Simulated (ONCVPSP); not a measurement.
# Indium: generating and testing an ONCV potential

Task: generate the file, and judge it by its errors in other configurations, its logarithmic derivatives, its ghosts and its cutoff.

Program: ONCVPSP 4.0.1.1 (patched build). Reference atom: PBE, scalar-relativistic, spherical and spin-unpolarised. All values are calculated.

### Step 1. Settings

Typed settings, in words:

| Quantity | Value |
| --- | --- |
| element | indium (In, Z = 49) |
| type | optimised norm-conserving Vanderbilt (ONCV) |
| frozen core | [Ar] 3d10 |
| valence charge | 21 |
| reference configuration | 4s2 4p6 4d10 5s2 5p0.75 (charge +0.25) |
| partial waves | 4s+5s: rc 1.15 bohr, ncon 4, nbas 7, qcut 8.4 1/bohr, 2 projectors; 4p+5p: rc 1.60 bohr, ncon 4, nbas 9, qcut 7.6 1/bohr, 2 projectors; 4d: rc 1.30 bohr, ncon 4, nbas 9, qcut 10.8 1/bohr, 2 projectors, debl 2.4 Ha |
| local potential | polynomial inside 0.90 bohr (lpopt 5, dvloc0 0 Ha) |
| core correction | Teter function, fcfact 2.75, rcfact 1.6 |

### Step 2. The generation run

File In.dat:

```
# ATOM AND REFERENCE CONFIGURATION
# atsym  z   nc   nv     iexc    psfile
  In 49.00    6    5        4      upf
#
#   n    l    f
    1    0    2.00
    2    0    2.00
    2    1    6.00
    3    0    2.00
    3    1    6.00
    3    2   10.00
    4    0    2.00
    4    1    6.00
    4    2   10.00
    5    0    2.00
    5    1    0.75
#
# PSEUDOPOTENTIAL AND OPTIMIZATION
# lmax
    2
#
#   l,   rc,      ep,       ncon, nbas, qcut
    0    1.15    0.00    4    7    8.40
    1    1.60    0.00    4    9    7.60
    2    1.30    0.00    4    9   10.80
#
# LOCAL POTENTIAL
# lloc, lpopt,  rc(5),   dvloc0
    4    5    0.90    0.00
#
# VANDERBILT-KLEINMAN-BYLANDER PROJECTORs
# l, nproj, debl
    0    2    1.00
    1    2    3.70
    2    2    2.40
#
# MODEL CORE CHARGE
# icmod, fcfact, rcfact
    3    2.75    1.60
#
# LOG DERIVATIVE ANALYSIS
# epsh1, epsh2, depsh
   -6.00    5.00    0.04
#
# OUTPUT GRID
# rlmax, drl
    6.00    0.01
#
# TEST CONFIGURATIONS
# ncnf
    4
# nvcnf
#   n    l    f
    5
    4    0    2.00
    4    1    6.00
    4    2   10.00
    5    0    2.00
    5    1    1.00
#
    5
    4    0    2.00
    4    1    6.00
    4    2   10.00
    5    0    2.00
    5    1    0.00
#
    5
    4    0    2.00
    4    1    6.00
    4    2   10.00
    5    0    1.00
    5    1    0.00
#
    5
    4    0    2.00
    4    1    6.00
    4    2   10.00
    5    0    0.00
    5    1    3.00
#
```

Command:

```bash
oncvpsp.x < In.dat > In.out
```

**Question.** What will these runs give? Wanted: cutoffs for 1 and 0.1 mHa per electron, occupied waves; bound ghosts; GHOST(+) flags; largest test error; largest phase difference near zero energy, channels read; rms error of d²Exc/dn², without and with the model core.

**Answer**, as computed:

| quantity | value |
| --- | --- |
| cutoffs for 1 and 0.1 mHa per electron, occupied waves | 41 Ha and 89 Ha |
| bound ghosts | none found |
| GHOST(+) flags | s at 237 eV |
| largest test error (AE − PS) | -4.4 meV, for 4s2 4p6 4d10 5s1 5p0 |
| largest phase difference near zero energy, channels read | 0.000 rad |
| rms error of d²Exc/dn², without and with the model core | 1.61 and 1.37 mHa |

**Reading.** By total energies transferability is very good: the largest error is 4.4 meV on 23.8 eV, for 4s2 4p6 4d10 5s1 5p0. The potential is hard: the looser tolerance needs 41 Ha. The program's ghost test flags no bound state. Near zero energy the phases of the channels with partial waves agree within 0.001 rad. The program also flags highly localised states, GHOST(+) (s).
